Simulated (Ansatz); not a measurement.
# CH5BClFOSi: the cost of one run

Program: Ansatz 0.2.0. Level of theory: RKS PBE/STO-3G. These are calculated values, not measurements.

## Step 1: The system as given

Bond lengths: O1–B2 1.482 Å, B2–Si3 1.925 Å, B2–C4 1.523 Å, C4–F5 1.441 Å, C4–Cl6 1.802 Å, O1–H7 0.959 Å, Si3–H8 1.420 Å, Si3–H9 1.520 Å, Si3–H10 1.502 Å, C4–H11 1.096 Å. Angles (14 of 16 angles, heavy atoms first): O1–B2–Si3 117.6°, O1–B2–C4 121.4°, Si3–B2–C4 121.0°, B2–C4–F5 110.1°, B2–C4–Cl6 112.9°, F5–C4–Cl6 107.2°, B2–O1–H7 105.6°, B2–Si3–H8 111.4°, B2–Si3–H9 110.8°, B2–Si3–H10 110.0°, B2–C4–H11 114.7°, F5–C4–H11 104.4°, Cl6–C4–H11 106.9°, H8–Si3–H9 110.3°.

Structure file:

```xyz
11

O     1.2737    0.3382   -1.4877
B     0.2518    0.1824   -0.4261
Si    0.7720   -0.7285    1.1874
C    -1.1675    0.7047   -0.6092
F    -2.1130   -0.3742   -0.4772
Cl   -1.6158    1.9594    0.6041
H     1.1695   -0.4241   -2.0605
H     0.0265   -1.9226    1.3713
H     0.6179    0.1807    2.3952
H     2.2253   -1.1025    1.1211
H    -1.3751    1.1294   -1.5978
```

## Step 2: Relaxing the start

Input file input.yaml:

```yaml
crystal:
  periodic: [false, false, false]
  atoms:
    - { symbol: O, position_ang: [1.2737, 0.3382, -1.4877] }
    - { symbol: B, position_ang: [0.2518, 0.1824, -0.4261] }
    - { symbol: Si, position_ang: [0.772, -0.7285, 1.1874] }
    - { symbol: C, position_ang: [-1.1675, 0.7047, -0.6092] }
    - { symbol: F, position_ang: [-2.113, -0.3742, -0.4772] }
    - { symbol: Cl, position_ang: [-1.6158, 1.9594, 0.6041] }
    - { symbol: H, position_ang: [1.1695, -0.4241, -2.0605] }
    - { symbol: H, position_ang: [0.0265, -1.9226, 1.3713] }
    - { symbol: H, position_ang: [0.6179, 0.1807, 2.3952] }
    - { symbol: H, position_ang: [2.2253, -1.1025, 1.1211] }
    - { symbol: H, position_ang: [-1.3751, 1.1294, -1.5978] }
basis:
  gaussian: { orbitals: STO-3G }
hamiltonian:
  xc: pbe
relax:
  f_tol: 0.02
  max_steps: 40
scf:
  lower_state_search: "off"
output:
  orbitals: {}
```

The run is started by

```
ansatz run input.yaml --threads 1 --pin off --max-ram 2048MiB --backend cpu --events-out ev --progress --plain --runs-dir out
```

Q: Estimate wall time and peak memory on 1 thread of an Arm CPU, shared host.

About 97 s, with a peak of 0.2 GiB.
